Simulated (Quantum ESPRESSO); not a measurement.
This Quantum ESPRESSO 7.5 run on Hf2ScRe3 needs a look.

File pw.in:

```
&CONTROL
  calculation = 'scf'
  prefix = 'pwscf'
  outdir = './tmp'
  pseudo_dir = './pseudo'
  tprnfor = .true.
  tstress = .true.
  disk_io = 'low'
/
&SYSTEM
  ibrav = 0
  nat = 6
  ntyp = 3
  ecutwfc = 45
  ecutrho = 360
  nbnd = 52
  input_dft = 'vdw-df-ob86'
  occupations = 'smearing'
  smearing = 'fd'
  degauss = 0.00734986
/
&ELECTRONS
  conv_thr = 1d-22
  electron_maxstep = 100
  mixing_beta = 0.5
/
ATOMIC_SPECIES
Hf   178.4900 hf_pbesol_v1.uspp.F.UPF
Sc    44.9559 sc_pbesol_v1.uspp.F.UPF
Re   186.2070 re_pbesol_v1.2.uspp.F.UPF
CELL_PARAMETERS angstrom
   4.7104148500    0.0000000000    0.0000000000
  -2.3552074200    4.0793389200    0.0000000000
   0.0000000000    0.0000000000   11.9969578100
ATOMIC_POSITIONS crystal
Hf     0.3333333300    0.6666666700    0.0000000000
Hf     0.6666666700    0.3333333300    0.0000000000
Sc     0.0000000000    0.0000000000    0.0000000000
Re     0.5000000000    0.0000000000    0.5000000000
Re     0.0000000000    0.5000000000    0.5000000000
Re     0.5000000000    0.5000000000    0.5000000000
K_POINTS automatic
7 7 3 0 0 0
```

Potentials or basis: GBRV 1.5 PBEsol.

Launch:

```bash
$ OMP_NUM_THREADS=1 pw.x -in pw.in > pw.out
```

pw.out:

```text
This program is part of the open-source Quantum ESPRESSO suite
     for quantum simulation of materials; please cite
         "P. Giannozzi et al., J. Phys.:Condens. Matter 21 395502 (2009);
         "P. Giannozzi et al., J. Phys.:Condens. Matter 29 465901 (2017);
         "P. Giannozzi et al., J. Chem. Phys. 152 154105 (2020);
     in publications or presentations arising from this work. More details at

     IMPORTANT: XC functional enforced from input :
     Exchange-correlation= VDW-DF-OB86
                           (   1   4  24   0   1   0   0)
     Any further DFT definition will be discarded
     Please, verify this is what you really want

     Message from routine setup:
     using ibrav=0 with symmetry is DISCOURAGED, use correct ibrav instead

[... 149 lines left out ...]
     %                                                                      %
     %  vdW-DF NEWS:                                                        %
     %                                                                      %
     %  * vdW-DF3 is now available. DOI: 10.1021/acs.jctc.0c00471           %
     %    use with input_dft = 'vdW-DF3-opt1' or 'vdW-DF3-opt2'             %
     %                                                                      %
     %  * Unscreened and range-separated hybrid vdW-DF-cx functionals       %
     %    DOI: 10.1063/1.4986522 and 10.1088/1361-648X/ac2ad2               %
     %    use with input_dft = 'vdW-DF-cx0'    and 'vdW-DF-ahcx'            %
     %  * Unscreened and range-separated hybrid vdW-DF2-b86r functionals    %
     %    DOI: 10.1063/1.4986522 and DOI: 10.1103/PhysRevX.12.041003        %
     %    use with input_dft = 'vdW-DF2-br0' and 'vdW-DF2-ahbr'             %
     %                                                                      %
     %%%%%%%%%%%%%%%%%%%%%%%%%%%%%%%%%%%%%%%%%%%%%%%%%%%%%%%%%%%%%%%%%%%%%%%%

     Starting wfcs are   78 randomized atomic wfcs

     Self-consistent Calculation

     iteration #  1     ecut=    45.00 Ry     beta= 0.50
     Davidson diagonalization with overlap
     ethr =  1.00E-02,  avg # of iterations =  6.6

     negative rho (up, down):  6.911E-01 0.000E+00

     total energy              =    -732.87565265 Ry
     estimated scf accuracy    <     393.57361104 Ry

     iteration #  2     ecut=    45.00 Ry     beta= 0.50
     Davidson diagonalization with overlap
     ethr =  1.00E-02,  avg # of iterations = 17.7

     negative rho (up, down):  6.017E-01 0.000E+00

     total energy              =   -1003.92659467 Ry
     estimated scf accuracy    <    1715.31543598 Ry

     iteration #  3     ecut=    45.00 Ry     beta= 0.50
     Davidson diagonalization with overlap
```

Task: What happened, and what is wrong with the input?

Result: The calculation hadn't finished when its time ran out. The input holds a flaw that was put in on purpose: unreachable SCF threshold (conv_thr = 1e-22).
